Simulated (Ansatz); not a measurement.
I need a ladder of methods at one geometry of C₂H₇BOSi, SMILES CC1B[SiH2]O1. Use Ansatz's Python interface. Use (for the species named): PBE0, cc-pVDZ basis, multiplicity 1. The script varies functional: pbe0, cam_b3lyp, pbe, lda, revpbe.

```yaml
atoms:
  - { symbol: C, position_ang: [-1.4045, 0.7367, -0.1953] }
  - { symbol: C, position_ang: [-0.2363, -0.0284, -0.6484] }
  - { symbol: B, position_ang: [0.0860, -1.2133, 0.3772] }
  - { symbol: Si, position_ang: [1.8241, -0.2154, 0.4952] }
  - { symbol: O, position_ang: [0.9311, 0.7633, -0.6304] }
  - { symbol: H, position_ang: [-1.2963, 1.2280, 0.8043] }
  - { symbol: H, position_ang: [-2.3282, 0.1354, -0.1886] }
  - { symbol: H, position_ang: [-1.5881, 1.6294, -0.9298] }
  - { symbol: H, position_ang: [-0.3836, -0.4178, -1.6278] }
  - { symbol: H, position_ang: [-0.3760, -2.1917, 0.8510] }
  - { symbol: H, position_ang: [1.9359, 0.4315, 1.8206] }
  - { symbol: H, position_ang: [2.9127, -0.9130, -0.0939] }
```

`c2h7bosi.py`:
```python
from dataclasses import dataclass
from pathlib import Path

import ansatz as az
import numpy as np


@dataclass
class Settings:
    basis_set: str = "cc-pVDZ"


settings = Settings()

geometry_ang = [
    ("C", [-1.4045, 0.7367, -0.1953]),
    ("C", [-0.2363, -0.0284, -0.6484]),
    ("B", [0.086, -1.2133, 0.3772]),
    ("Si", [1.8241, -0.2154, 0.4952]),
    ("O", [0.9311, 0.7633, -0.6304]),
    ("H", [-1.2963, 1.228, 0.8043]),
    ("H", [-2.3282, 0.1354, -0.1886]),
    ("H", [-1.5881, 1.6294, -0.9298]),
    ("H", [-0.3836, -0.4178, -1.6278]),
    ("H", [-0.376, -2.1917, 0.851]),
    ("H", [1.9359, 0.4315, 1.8206]),
    ("H", [2.9127, -0.913, -0.0939]),
]
system = az.Crystal.molecule()
for symbol, xyz in geometry_ang:
    system = system.atom(symbol, xyz)

model = system.calculation().basis(gaussian=settings.basis_set)

print("functional    E (Ha)        dipole (D)   HOMO (eV)  LUMO (eV)")
for name in ["pbe0", "cam_b3lyp", "pbe", "lda", "revpbe"]:
    report = model.functional(name).forces().orbitals().run(threads=1, runs_dir="runs").report
    lines = Path(report["orbitals_path"]).read_text().splitlines()
    field_of = lambda key: [line.split("=")[1].strip() for line in lines if line.startswith(key)]
    orbitals = [(27.211386 * float(e), s, float(n)) for e, s, n in zip(field_of("Ene="), field_of("Spin="), field_of("Occup="))]
    homo = max(e for e, _, n in orbitals if n > 0.5)
    lumo = min(e for e, _, n in orbitals if n < 0.5)
    dipole = 4.803205 * np.linalg.norm(report["charge_distribution"]["dipole_moment_e_ang"])
    print(f"{name:10s} {report['free_energy_ev'] / 27.211386246:14.6f} {dipole:9.3f} {homo:11.3f} {lumo:10.3f}")
```

```console
$ python c2h7bosi.py
functional    E (Ha)        dipole (D)   HOMO (eV)  LUMO (eV)
pbe0          -469.600984     1.216      -6.772     -1.904
cam_b3lyp     -469.843480     1.289      -8.091     -0.691
pbe           -469.544381     1.030      -5.598     -2.893
lda           -467.176987     1.048      -5.678     -3.148
revpbe        -469.815797     1.030      -5.560     -2.780
```

Notes:
- Total energies depend on the basis set; only differences at equal settings carry meaning.
- The geometry is a force-field or estimated start, not a minimum of this method, and the basis set is short of its limit. A lower total doesn't mark the better method: functionals have no common bound, and MP2 and coupled cluster aren't variational.
- Levels such as HOMO and LUMO are orbital energies: with these approximate functionals they aren't the ionisation energy and electron affinity, and their gap isn't the fundamental gap.
- For Al to Cl the sets with a tight d function, cc-pV(X+d)Z, are usual.
- Wall time of the script: 14 s on 1 thread of AMD EPYC 9R14 (Zen 4), with other jobs on the host, peak memory 0.33 GiB.
